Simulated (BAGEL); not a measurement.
**AlHSBrCl (SMILES [SH][Al]([Cl])[Br]): HF/3-21G (density fitting with qzvpp-jkfit)**

What is the energy change on altering one bond length of AlHSBrCl at HF/3-21G (density fitting with qzvpp-jkfit)? 

Program for the calculation: BAGEL 1.2.2.

2 further runs of the same task are left out: 2 for a known fault of the program. Runs told in other sessions of the task aren't counted.

## (1) The structure to begin with

AlHSBrCl has 5 atoms, charge 0, and is taken as a singlet. SMILES: `[SH][Al]([Cl])[Br]`. Geometry: relaxed at PBE0-D4/def2-TZVP. This is one conformer, not always the lowest.

Bond lengths: S1–Al2 2.159 Å, Al2–Cl3 2.077 Å, Al2–Br4 2.238 Å, S1–H5 1.345 Å. Angles: S1–Al2–Cl3 118.6°, S1–Al2–Br4 121.4°, Cl3–Al2–Br4 120.1°, Al2–S1–H5 92.2°.

## (2) The energy at HF/3-21G (density fitting with qzvpp-jkfit)

input.json

```json
{ "bagel" : [

{
  "title" : "molecule",
  "basis" : "3-21g",
  "df_basis" : "qzvpp-jkfit",
  "angstrom" : true,
  "geometry" : [
    { "atom" : "S", "xyz" : [       0.103200,       1.673200,       0.404500 ] },
    { "atom" : "Al", "xyz" : [       0.228300,      -0.466900,       0.150900 ] },
    { "atom" : "Cl", "xyz" : [       1.513900,      -1.539900,       1.380300 ] },
    { "atom" : "Br", "xyz" : [      -0.990800,      -1.529400,      -1.395800 ] },
    { "atom" : "H", "xyz" : [      -0.804800,       1.789300,      -0.581400 ] }
  ]
},

{
  "title" : "hf"
},

{
  "title" : "print",
  "file" : "orbitals.molden",
  "orbitals" : true
}

]}
```

Run with:

```console
BAGEL_NUM_THREADS=1 BAGEL input.json > input.out
```

Log:

```text
* using 1 threads per process

  ===============================================================
  ===============================================================

  *** Geometry ***

  { "atom" : "S", "xyz" : [      0.195020,      3.161890,      0.764394 ] },
  { "atom" : "Al", "xyz" : [      0.431424,     -0.882313,      0.285160 ] },
  { "atom" : "Cl", "xyz" : [      2.860856,     -2.909989,      2.608389 ] },
  { "atom" : "Br", "xyz" : [     -1.872341,     -2.890147,     -2.637680 ] },
  { "atom" : "H", "xyz" : [     -1.520852,      3.381287,     -1.098687 ] },

  Number of auxiliary basis functions:      668

  Since a DF basis is specified, we compute 2- and 3-index integrals:
    o Being stored without compression. Storage requirement is 0.021 GB

  Number of basis functions:       63
  Number of electrons      :       82

    * METHOD: MOLECULE                             0.32

  *** RHF ***

  === Nuclear Repulsion ===
   432.2763337786

      * DIIS with orbital gradients will be used.

  === RHF iteration (3-21g) ===
      0      -3654.18607647          0.00814750           0.11
      1      -3654.24441882          0.00255994           0.11
      2      -3654.24993645          0.00048365           0.11
      3      -3654.25024622          0.00009528           0.11
      4      -3654.25026053          0.00002780           0.10
      5      -3654.25026179          0.00000882           0.10
      6      -3654.25026194          0.00000160           0.10
      7      -3654.25026194          0.00000041           0.10
      8      -3654.25026194          0.00000013           0.10
      9      -3654.25026194          0.00000004           0.10
     10      -3654.25026194          0.00000001           0.10
    * SCF iteration converged.

    * Permanent dipole moment:
           (    0.528839,    -0.251854,     0.540745) a.u.

    * METHOD: HF                                   1.38

    * METHOD: PRINT                                0.01

  ===============================================================
```

Wall time 1.9 s (1 thread of Arm Neoverse V2, shared host).

## (3) The distorted shape

hf.json

```json
{ "bagel" : [

{
  "title" : "molecule",
  "basis" : "3-21g",
  "df_basis" : "qzvpp-jkfit",
  "angstrom" : true,
  "geometry" : [
    { "atom" : "S", "xyz" : [    0.557192,    1.615151,    0.897442 ] },
    { "atom" : "Al", "xyz" : [    0.682292,   -0.524949,    0.643842 ] },
    { "atom" : "Cl", "xyz" : [    1.967892,   -1.597949,    1.873242 ] },
    { "atom" : "Br", "xyz" : [   -0.536808,   -1.587449,   -0.902858 ] },
    { "atom" : "H", "xyz" : [   -0.804800,    1.789300,   -0.581400 ] }
  ]
},
{
  "title" : "hf"
},
{
  "title" : "print",
  "file" : "orbitals.molden",
  "orbitals" : true
}

]}
```

Run with:

```console
BAGEL_NUM_THREADS=1 BAGEL hf.json > hf.out
```

Log:

```text
* using 1 threads per process

  ===============================================================
  ===============================================================

  *** Geometry ***

  { "atom" : "S", "xyz" : [      1.052940,      3.052193,      1.695920 ] },
  { "atom" : "Al", "xyz" : [      1.289345,     -0.992010,      1.216685 ] },
  { "atom" : "Cl", "xyz" : [      3.718777,     -3.019686,      3.539914 ] },
  { "atom" : "Br", "xyz" : [     -1.014420,     -2.999844,     -1.706154 ] },
  { "atom" : "H", "xyz" : [     -1.520852,      3.381287,     -1.098687 ] },

  Number of auxiliary basis functions:      668

  Since a DF basis is specified, we compute 2- and 3-index integrals:
    o Being stored without compression. Storage requirement is 0.021 GB

  Number of basis functions:       63
  Number of electrons      :       82

    * METHOD: MOLECULE                             0.32

  *** RHF ***

  === Nuclear Repulsion ===
   429.6315937960

      * DIIS with orbital gradients will be used.

  === RHF iteration (3-21g) ===
      0      -3654.09689834          0.00880230           0.11
      1      -3654.16207065          0.00346953           0.11
      2      -3654.17162279          0.00080192           0.11
      3      -3654.17233498          0.00023461           0.11
      4      -3654.17240070          0.00006213           0.11
      5      -3654.17240756          0.00001856           0.11
      6      -3654.17240818          0.00000576           0.11
      7      -3654.17240824          0.00000235           0.10
      8      -3654.17240825          0.00000084           0.11
      9      -3654.17240825          0.00000030           0.11
     10      -3654.17240825          0.00000010           0.11
     11      -3654.17240825          0.00000003           0.11
     12      -3654.17240825          0.00000001           0.11
     13      -3654.17240825          0.00000000           0.11
    * SCF iteration converged.

    * Permanent dipole moment:
           (    0.516002,    -0.292929,     0.518982) a.u.

    * METHOD: HF                                   1.72

    * METHOD: PRINT                                0.01

  ===============================================================
```

Run time: 2.2 s. Hardware: 1 thread of Arm Neoverse V2, shared host.

## (4) Results

Level: HF/3-21G (density fitting with qzvpp-jkfit).

| quantity | value |
| --- | --- |
| first shape: total energy | -3654.25026 Eh |
| first shape: dipole moment | 2.03 D |
| first shape: HOMO energy | -11.40 eV |
| first shape: LUMO energy | 1.24 eV |
| first shape: HOMO–LUMO gap | 12.65 eV |
| distorted shape: total energy | -3654.17241 Eh |
| distorted shape: dipole moment | 2.00 D |
| distorted shape: HOMO energy | -11.32 eV |
| distorted shape: LUMO energy | -0.32 eV |
| distorted shape: HOMO–LUMO gap | 11.00 eV |
| energy change with the S1–H5 bond stretched from 1.345 to 2.018 Å | 2.119 eV |

**Reading.** With the S1–H5 bond stretched from 1.345 to 2.018 Å the energy rises by 2.12 eV (204 kJ/mol). The first shape isn't relaxed at this level, so the change isn't measured from a minimum.
